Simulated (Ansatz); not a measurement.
# C2H3BO: molecular dynamics

Aim: follow the molecule's vibrations and see whether its bonds hold. The start is relaxed first. Runs: 40 steps of 2.5 fs at constant energy, with velocities drawn for 700 K; 250 steps of 0.5 fs under a Langevin thermostat at 300 K. SMILES of the start: B1C=CO1.

Program: Ansatz 0.2.0. Level of theory: RKS PBE/6-31G. These are calculated values, not measurements.

## 1. The starting structure

Bond lengths: B1–C2 1.467 Å, C2–C3 1.340 Å, B1–O4 1.422 Å, C3–O4 1.342 Å, B1–H5 1.247 Å, C2–H6 1.092 Å, C3–H7 1.131 Å. Angles: B1–C2–C3 87.4°, B1–C2–H6 136.1°, C3–C2–H6 136.5°, C2–B1–O4 87.3°, C2–B1–H5 136.1°, O4–B1–H5 136.6°, C2–C3–O4 96.1°, C2–C3–H7 130.7°, O4–C3–H7 132.9°, B1–O4–C3 89.1°.

Coordinates:

```xyz
7

B    -0.7799    0.4048   -0.5455
C     0.1497    0.3493    0.5881
C     0.6516   -0.7664    0.0420
O    -0.1196   -0.7469   -1.0560
H    -1.7010    1.1598   -0.9152
H     0.3488    0.9570    1.4733
H     1.5117   -1.4255    0.3676
```

## 2. Preparing the start

Input file input.yaml:

```yaml
crystal:
  periodic: [false, false, false]
  atoms:
    - { symbol: B, position_ang: [-0.7799, 0.4048, -0.5455] }
    - { symbol: C, position_ang: [0.1497, 0.3493, 0.5881] }
    - { symbol: C, position_ang: [0.6516, -0.7664, 0.042] }
    - { symbol: O, position_ang: [-0.1196, -0.7469, -1.056] }
    - { symbol: H, position_ang: [-1.701, 1.1598, -0.9152] }
    - { symbol: H, position_ang: [0.3488, 0.957, 1.4733] }
    - { symbol: H, position_ang: [1.5117, -1.4255, 0.3676] }
basis:
  gaussian: { orbitals: "6-31G" }
hamiltonian:
  xc: pbe
relax:
  f_tol: 0.02
  max_steps: 40
scf:
  lower_state_search: "off"
```

The run is started by

```sh
$ ansatz run input.yaml --threads 1 --pin off --max-ram 2048MiB --backend cpu --events-out ev --progress --plain --runs-dir out
```

The program printed (excerpt; [...] marks lines left out):

```text
Warning: RAYON_NUM_THREADS=1 ignored (pool sized by the plan → 1); use --threads N
[...]
Functional definition: PBE
[...]
602 factors; integrals over basis functions are off by at most 1.9e-4 eV
[...]
mean field -4835.99165420 eV, -177.7194153391 hartree, gradient 7.6e-6 eV, S^2 0.000000; 0 other end points of the search recorded, 0 dependent functions left out
[...]
reference -4835.99167424 eV, -177.7194160753 hartree; 14, 14 occupied and 28, 28 virtual orbitals, 602 factors
relax step   1: F+E_penalty+E_count = -4835.99165420 eV  Δ(F+E_penalty+E_count) = +0.000e0 eV  max|allowed force component| = 7.143e0 eV/Å  Δτ_max = 0.0000 Å  (14 SCF iters, accepted)
[...]
relax step   3: F+E_penalty+E_count = -4836.79999885 eV  Δ(F+E_penalty+E_count) = +5.603e-2 eV  max|allowed force component| = 1.562e0 eV/Å  Δτ_max = 0.1947 Å  (27 SCF iters, rejected (line search))
[...]
relax step   5: F+E_penalty+E_count = -4837.07635117 eV  Δ(F+E_penalty+E_count) = -8.637e-3 eV  max|allowed force component| = 4.676e-1 eV/Å  Δτ_max = 0.0344 Å  (21 SCF iters, accepted)
[...]
relax step   7: F+E_penalty+E_count = -4837.09968906 eV  Δ(F+E_penalty+E_count) = -1.100e-2 eV  max|allowed force component| = 1.428e-1 eV/Å  Δτ_max = 0.0149 Å  (22 SCF iters, accepted)
[...]
relax step   8: F+E_penalty+E_count = -4837.10117646 eV  Δ(F+E_penalty+E_count) = -1.487e-3 eV  max|allowed force component| = 3.193e-2 eV/Å  Δτ_max = 0.0105 Å  (21 SCF iters, accepted)
[...]
relax step   9: F+E_penalty+E_count = -4837.10137068 eV  Δ(F+E_penalty+E_count) = -1.942e-4 eV  max|allowed force component| = 1.354e-2 eV/Å  Δτ_max = 0.0061 Å  (14 SCF iters, accepted)
Total energy: -4837.10139063 eV, -177.7601974006 hartree
Atom 0 at    -0.795881     0.429036    -0.560889 Å, force    -0.001350    -0.000640    -0.005530 eV/Å
Atom 1 at     0.177580     0.424568     0.699381 Å, force    -0.013537     0.001106    -0.010080 eV/Å
Atom 2 at     0.682466    -0.684879     0.116531 Å, force    -0.001553     0.002126     0.008270 eV/Å
Atom 3 at    -0.196597    -0.774821    -1.118209 Å, force    -0.003399     0.006858    -0.004830 eV/Å
Atom 4 at    -1.695227     1.040664    -1.057806 Å, force     0.009683    -0.007312     0.008722 eV/Å
Atom 5 at     0.438115     0.944015     1.615822 Å, force     0.006554     0.001657     0.003189 eV/Å
Atom 6 at     1.450844    -1.446483     0.259471 Å, force     0.003602    -0.003795     0.000259 eV/Å
Dipole moment:     0.177346     0.103590     0.342674 e Å
Checks for a lower state left out: stability, starts, cluster_reference, orbital_swaps, neighbouring_geometries, increment
```

Wall time 9.9 s (1 thread of Intel Xeon Platinum 8375C at 2.90GHz (Ice Lake), shared host); peak memory 0.13 GiB.

The steps of the relaxation:

```csv
step,energy from step 1 (eV),largest force component (eV/Å)
1,0.0000,7.1433
2,-0.8644,2.5707
3x,-0.8083,1.5617
4,-1.0761,0.4518
5,-1.0847,0.4676
6,-1.0970,0.6150
7,-1.1080,0.1428
8,-1.1095,0.0319
9,-1.1097,0.0135
```

Step 1 is the start. 1 step was tried and not accepted (3; marked x where the table lists them).

After: Bond lengths: B1–C2 1.592 Å, C2–C3 1.351 Å, B1–O4 1.456 Å, C3–O4 1.518 Å, B1–H5 1.196 Å, C2–H6 1.085 Å, C3–H7 1.091 Å. Angles: B1–C2–C3 83.6°, B1–C2–H6 144.5°, C3–C2–H6 131.9°, C2–B1–O4 92.8°, C2–B1–H5 142.2°, O4–B1–H5 125.0°, C2–C3–O4 100.6°, C2–C3–H7 141.2°, O4–C3–H7 118.2°, B1–O4–C3 83.0°.

## 3. Run 1

40 steps of 2.5 fs at constant energy, with velocities drawn for 700 K, from the relaxed start.

Input file input.yaml:

```yaml
crystal:
  periodic: [false, false, false]
  atoms:
    - { symbol: B, position_ang: [-0.795881, 0.429036, -0.560889] }
    - { symbol: C, position_ang: [0.17758, 0.424568, 0.699381] }
    - { symbol: C, position_ang: [0.682466, -0.684879, 0.116531] }
    - { symbol: O, position_ang: [-0.196597, -0.774821, -1.118209] }
    - { symbol: H, position_ang: [-1.695227, 1.040664, -1.057806] }
    - { symbol: H, position_ang: [0.438115, 0.944015, 1.615822] }
    - { symbol: H, position_ang: [1.450844, -1.446483, 0.259471] }
basis:
  gaussian: { orbitals: "6-31G" }
hamiltonian:
  xc: pbe
md:
  timestep: 2.5
  n_steps: 40
  ensemble: nve
  temperature: 700.0
  initial_velocities: maxwell_boltzmann
  seed: 2445
scf:
  lower_state_search: "off"
```

The run is started by

```sh
$ ansatz run input.yaml --threads 1 --pin off --max-ram 2048MiB --backend cpu --events-out ev --progress --plain --runs-dir out
```

The program printed (excerpt; [...] marks lines left out):

```text
Warning: RAYON_NUM_THREADS=1 ignored (pool sized by the plan → 1); use --threads N
[...]
[... 1 set-up line as earlier in the session ...]
[...]
600 factors; integrals over basis functions are off by at most 1.8e-4 eV
[...]
mean field -4837.10137371 eV, -177.7601967787 hartree, gradient 3.4e-6 eV, S^2 0.000000; 0 other end points of the search recorded, 0 dependent functions left out
[...]
reference -4837.10139355 eV, -177.7601975077 hartree; 14, 14 occupied and 28, 28 virtual orbitals, 600 factors
md step     0: t =     0.00 fs  T =   700.0 K  F+E_penalty+E_count = -4837.10137371 eV  E_kin = 0.452410 eV  conserved = -4836.64896371 eV  (15 SCF iters)
[...]
md step    10: t =    25.00 fs  T =  2774.4 K  F+E_penalty+E_count = -4835.57983928 eV  E_kin = 1.793097 eV  conserved = -4833.78674235 eV  (27 SCF iters)
[...]
md step    40: t =   100.00 fs  T = 321532.3 K  F+E_penalty+E_count = -4821.03977791 eV  E_kin = 207.806295 eV  conserved = -4613.23348329 eV  (32 SCF iters)
Total energy: -4821.03981931 eV, -177.1699455414 hartree
Atom 0 at    -2.736272     2.432931    -0.856999 Å, force     2.527811    -0.666189    -0.321183 eV/Å
Atom 1 at     0.042662     2.290760    -0.544125 Å, force     0.020746    -0.336683     3.285928 eV/Å
Atom 2 at    -1.281179     1.215707    -1.926768 Å, force    -2.804706     0.925523     0.097757 eV/Å
Atom 3 at     0.013655     1.296587    -1.522803 Å, force    -0.102449    -0.449012    -0.354850 eV/Å
Atom 4 at    -3.592561     3.350122    -0.592201 Å, force     0.781587    -1.004412    -0.651722 eV/Å
Atom 5 at     0.365985     1.154421     1.044478 Å, force    -0.422987     1.530772    -2.055925 eV/Å
Atom 6 at    45.898136  -103.217662    49.126991 Å, force    -0.000002     0.000001    -0.000005 eV/Å
Dipole moment:    -3.636268     7.172993    -3.402829 e Å
Checks for a lower state left out: stability, starts, cluster_reference, orbital_swaps, neighbouring_geometries, increment
```

It took 39 s on 1 thread of Intel Xeon Platinum 8375C at 2.90GHz (Ice Lake), shared host; peak memory 0.1 GiB.

## 4. The trajectory

One step in 2; energies are changes from step 0:

```csv
time (fs),T (K),potential energy change (meV/atom),total energy change (meV/atom)
0.0,700,0.0,0.00
5.0,520,63.8,47.21
10.0,533,38.1,22.62
15.0,987,117.3,143.77
20.0,1413,71.5,137.26
25.0,2774,217.4,408.89
30.0,454,422.8,400.00
35.0,3151,64.3,290.57
40.0,330527,1160.0,31612.53
45.0,326213,1680.2,31734.37
50.0,326531,1699.1,31782.56
55.0,319190,2367.9,31773.56
60.0,315277,2695.0,31739.47
65.0,314551,2761.6,31739.05
70.0,316130,2596.9,31720.10
75.0,319754,2266.2,31724.00
80.0,321238,2210.8,31805.69
85.0,323668,1869.7,31688.88
90.0,325983,1644.9,31677.84
95.0,323941,2096.3,31940.65
100.0,321532,2294.5,31916.50
```

time (fs), T (K) and a bar:
```
      0.0        700 
      5.0        520 
      7.5        337 
     12.5        501 
     17.5        378 
     22.5        576 
     25.0       2774 
     30.0        454 
     35.0       3151 
     40.0     330527 ##############################
     42.5     324547 #############################
     47.5     329303 ##############################
     52.5     322873 #############################
     57.5     316842 #############################
     60.0     315277 #############################
     65.0     314551 #############################
     70.0     316130 #############################
     75.0     319754 #############################
     77.5     320989 #############################
     82.5     325724 ##############################
     87.5     320566 #############################
     92.5     325591 ##############################
     95.0     323941 #############################
    100.0     321532 #############################
```

Bonds that form or break, judged by distance (formed within 1.15 times the sum of covalent radii and held on average over 10 fs, broken when stretched by half; pairs already stretched at the start don't count as bonds):

```csv
time (fs),bond,event
40.0,C3–H7,breaks
52.5,B1–O4,breaks
55.0,B1–C2,breaks
62.5,C3–O4,breaks
90.0,C3–O4,forms
97.5,C2–O4,forms
97.5,C2–H6,breaks
```

Reading of run 1. The temperature runs away to 330527 K: the integration has become unstable, and nothing after that is physical.

## 5. Run 2

250 steps of 0.5 fs under a Langevin thermostat at 300 K, from the relaxed start.

input.yaml, as its differences from that of step 3:

```diff
@@ -15,8 +15,9 @@
 md:
-  timestep: 2.5
-  n_steps: 40
-  ensemble: nve
-  temperature: 700.0
+  timestep: 0.5
+  n_steps: 250
+  ensemble: nvt_langevin
+  temperature: 300.0
   initial_velocities: maxwell_boltzmann
-  seed: 2445
+  seed: 1970
+  friction: 0.01
 scf:
```

The run is started by

```sh
$ ansatz run input.yaml --threads 1 --pin off --max-ram 2048MiB --backend cpu --events-out ev --progress --plain --runs-dir out
```

The program printed (excerpt; [...] marks lines left out):

```text
Warning: RAYON_NUM_THREADS=1 ignored (pool sized by the plan → 1); use --threads N
[...]
[... 1 set-up line as earlier in the session ...]
[...]
600 factors; integrals over basis functions are off by at most 1.8e-4 eV
[...]
mean field -4837.10137371 eV, -177.7601967787 hartree, gradient 3.4e-6 eV, S^2 0.000000; 0 other end points of the search recorded, 0 dependent functions left out
[...]
reference -4837.10139355 eV, -177.7601975077 hartree; 14, 14 occupied and 28, 28 virtual orbitals, 600 factors
md step     0: t =     0.00 fs  T =   257.1 K  F+E_penalty+E_count = -4837.10137371 eV  E_kin = 0.232668 eV  (15 SCF iters)
[...]
md step    30: t =    15.00 fs  T =   202.6 K  F+E_penalty+E_count = -4836.99579548 eV  E_kin = 0.183310 eV  (23 SCF iters)
[...]
md step    60: t =    30.00 fs  T =   232.2 K  F+E_penalty+E_count = -4836.94054115 eV  E_kin = 0.210101 eV  (22 SCF iters)
[...]
md step    90: t =    45.00 fs  T =   314.1 K  F+E_penalty+E_count = -4837.00223419 eV  E_kin = 0.284168 eV  (23 SCF iters)
[...]
md step   119: t =    59.50 fs  T =   173.5 K  F+E_penalty+E_count = -4836.83216752 eV  E_kin = 0.157022 eV  (15 SCF iters)
md step   120: t =    60.00 fs  T =   194.7 K  F+E_penalty+E_count = -4836.83889633 eV  E_kin = 0.176183 eV  (14 SCF iters)
```

## 6. The output, continued: dynamics from the start

The log, continued (excerpt; [...] marks lines left out):

```text
md step   121: t =    60.50 fs  T =   230.1 K  F+E_penalty+E_count = -4836.86151549 eV  E_kin = 0.208214 eV  (22 SCF iters)
[...]
md step   153: t =    76.50 fs  T =   304.4 K  F+E_penalty+E_count = -4836.88100968 eV  E_kin = 0.275390 eV  (23 SCF iters)
[...]
md step   185: t =    92.50 fs  T =   247.6 K  F+E_penalty+E_count = -4836.94685725 eV  E_kin = 0.223990 eV  (22 SCF iters)
[...]
md step   217: t =   108.50 fs  T =   277.6 K  F+E_penalty+E_count = -4837.00395955 eV  E_kin = 0.251144 eV  (23 SCF iters)
[...]
md step   249: t =   124.50 fs  T =   329.5 K  F+E_penalty+E_count = -4836.97566549 eV  E_kin = 0.298166 eV  (23 SCF iters)
[...]
md step   250: t =   125.00 fs  T =   344.1 K  F+E_penalty+E_count = -4836.99341568 eV  E_kin = 0.311354 eV  (23 SCF iters)
Total energy: -4836.99343541 eV, -177.7562301195 hartree
Atom 0 at    -0.549975     0.379901    -0.716716 Å, force    -0.597174    -0.180123    -0.875847 eV/Å
Atom 1 at     0.421923     0.080715     0.431714 Å, force     0.128045    -1.182691    -0.446002 eV/Å
Atom 2 at     0.359648    -1.201147    -0.032040 Å, force     0.085505    -0.789622     0.265283 eV/Å
Atom 3 at    -0.565022    -1.008252    -1.243743 Å, force     0.388004     0.299865     0.641402 eV/Å
Atom 4 at    -1.196303     1.269501    -1.152224 Å, force    -0.203129     0.205929    -0.162873 eV/Å
Atom 5 at     0.928966     0.532481     1.239455 Å, force     0.557801     0.365847     0.941639 eV/Å
Atom 6 at     0.701378    -2.255290     0.229200 Å, force    -0.359052     1.280797    -0.363601 eV/Å
Dipole moment:     0.236770     0.042161     0.370196 e Å
Checks for a lower state left out: stability, starts, cluster_reference, orbital_swaps, neighbouring_geometries, increment
```

It took 4.6 min on 1 thread of Intel Xeon Platinum 8375C at 2.90GHz (Ice Lake), shared host; peak memory 0.1 GiB.

## 7. What the atoms did

One step in 18; energies are changes from step 0:

```csv
time (fs),T (K),potential energy change (meV/atom)
0.0,257,0.0
9.0,190,13.6
18.0,279,12.4
27.0,175,25.8
36.0,200,24.0
45.0,314,14.2
54.0,192,30.2
63.0,380,18.3
72.0,324,27.3
81.0,273,32.0
90.0,249,24.4
99.0,214,22.2
108.0,254,15.6
117.0,211,24.1
125.0,344,15.4
```

time (fs), T (K) and a bar:
```
      0.0        257 ################
      5.5        218 ##########
     11.0        201 #######
     16.5        220 ##########
     21.5        277 ###################
     27.0        175 ###
     32.5        302 #######################
     38.0        241 ##############
     43.5        312 #########################
     49.0        304 ########################
     54.5        192 ######
     60.0        195 ######
     65.0        306 ########################
     70.5        335 #############################
     76.0        324 ###########################
     81.5        299 #######################
     87.0        328 ###########################
     92.5        248 ###############
     98.0        156 
    103.5        201 #######
    108.5        278 ###################
    114.0        243 ##############
    119.5        273 ###################
    125.0        344 ##############################
```

Maxima of the velocity power spectrum (cm⁻¹, relative height; resolution about 530 cm⁻¹): 800 (100), 1530 (27), 2670 (48), 3200 (28).

## 8. Frames from the trajectory

Extended XYZ, with forces in eV/Å:

```xyz
7
time_fs=15.5 T=195 dE=0.1127
B    -0.749    0.490   -0.553   -1.073    0.532    0.180
C     0.254    0.420    0.693    0.835   -1.479   -0.244
C     0.663   -0.762    0.086   -0.533    1.181    0.742
O    -0.290   -0.767   -1.088    0.173   -0.166   -0.541
H    -1.709    1.156   -0.997    0.989   -0.546    0.313
H     0.562    0.845    1.660   -0.105    0.030   -0.521
H     1.357   -1.619    0.184   -0.285    0.447    0.071
7
time_fs=31.0 T=304 dE=0.1154
B    -0.706    0.489   -0.478   -0.278    0.984   -1.054
C     0.303    0.336    0.720   -0.104    0.875    0.334
C     0.595   -0.814    0.111   -0.005   -1.018   -0.516
O    -0.388   -0.778   -1.117    0.318    0.151    1.171
H    -1.370    1.368   -0.995    0.008   -0.434    0.285
H     0.741    0.915    1.541   -0.170   -0.480   -0.121
H     1.220   -1.697    0.212    0.230   -0.078   -0.099
7
time_fs=47.0 T=261 dE=0.1760
B    -0.701    0.539   -0.509    1.624   -2.577    1.236
C     0.308    0.231    0.701   -0.134    2.206    0.848
C     0.541   -0.914    0.092    0.183   -1.723   -1.008
O    -0.436   -0.808   -1.045   -0.429    0.304   -0.697
H    -1.428    1.289   -0.907   -1.345    1.558   -0.928
H     0.757    0.733    1.544    0.149   -0.057    0.298
H     1.149   -1.828    0.104   -0.048    0.290    0.251
7
time_fs=62.5 T=360 dE=0.1274
B    -0.700    0.474   -0.518   -0.344    0.791    0.430
C     0.360    0.232    0.698   -0.606   -0.935   -0.966
C     0.465   -0.963    0.046    0.085    0.148    0.926
O    -0.536   -0.825   -1.080    0.637   -0.294   -0.031
H    -1.471    1.243   -1.009    0.061    0.265    0.189
H     0.749    0.512    1.681    0.029    0.258   -0.416
H     0.966   -1.916    0.182    0.138   -0.234   -0.131
7
time_fs=78.0 T=236 dE=0.2681
B    -0.742    0.451   -0.544   -0.686    1.708   -1.103
C     0.327    0.237    0.547    0.644   -1.272    0.765
C     0.402   -1.046    0.044    0.151    1.536    0.124
O    -0.568   -0.882   -1.163   -0.014    0.169    0.801
H    -1.409    1.499   -0.875    0.496   -1.729    0.114
H     0.811    0.744    1.403   -0.242   -0.468   -0.474
H     0.966   -1.974    0.219   -0.348    0.055   -0.228
7
time_fs=94.0 T=268 dE=0.1063
B    -0.726    0.457   -0.663   -0.683   -0.500   -0.053
C     0.352    0.190    0.489   -0.198    0.199   -0.487
C     0.350   -1.063    0.004    0.104   -0.596   -0.174
O    -0.596   -0.924   -1.129   -0.291   -0.076   -0.622
H    -1.630    1.126   -1.121    0.589    0.190    0.299
H     0.897    0.598    1.297    0.434    0.601    0.853
H     0.766   -2.062    0.170    0.046    0.181    0.184
7
time_fs=109.5 T=289 dE=0.0862
B    -0.699    0.413   -0.710    1.200   -0.824    0.640
C     0.415    0.140    0.440   -0.347    1.192    1.113
C     0.351   -1.126   -0.002   -0.069   -0.011   -0.190
O    -0.604   -0.960   -1.174   -0.111   -0.019   -0.139
H    -1.383    1.256   -1.128   -0.573    0.513   -0.321
H     0.821    0.612    1.378   -0.159   -0.621   -1.121
H     0.718   -2.120    0.226    0.058   -0.229    0.016
7
time_fs=125.0 T=344 dE=0.1080
B    -0.550    0.380   -0.717   -0.597   -0.180   -0.876
C     0.422    0.081    0.432    0.128   -1.183   -0.446
C     0.360   -1.201   -0.032    0.086   -0.790    0.265
O    -0.565   -1.008   -1.244    0.388    0.300    0.641
H    -1.196    1.270   -1.152   -0.203    0.206   -0.163
H     0.929    0.532    1.240    0.558    0.366    0.942
H     0.701   -2.255    0.229   -0.359    1.281   -0.364
```

On run 2: Against a set 300 K the second half averages 271 K with a spread of 61 K. The bonding pattern survives the run.

## 9. Summary of results

```
                                 quantity                                      value
                  relaxation of the start                    7 moves, 1.110 eV lower
                            run 1: length                         40 steps of 2.5 fs
  run 1: temperature, first and last step                           700 and 321532 K
          run 1: temperature, second half     mean 320431 K, from 314427 to 326531 K
     run 1: potential energy, second half  +2252 meV/atom from this run's first step
run 1: largest change of the total energy                          31940.65 meV/atom
            run 1: bonds formed or broken                                          7
                            run 2: length                        250 steps of 0.5 fs
  run 2: temperature, first and last step                              257 and 344 K
          run 2: temperature, second half              mean 271 K, from 130 to 400 K
     run 2: potential energy, second half    +23 meV/atom from this run's first step
            run 2: bonds formed or broken                                          0
```

What this shows: Mean temperatures of the second halves: none that means anything (unstable run), 271 K. Bonds changed in run 1 (an artefact of the unstable or too long step). Averages from a run of 125 fs with 7 atoms are rough. The nuclei move classically, without zero-point motion, which matters most for hydrogen. In so small a basis the energies are only a sketch.
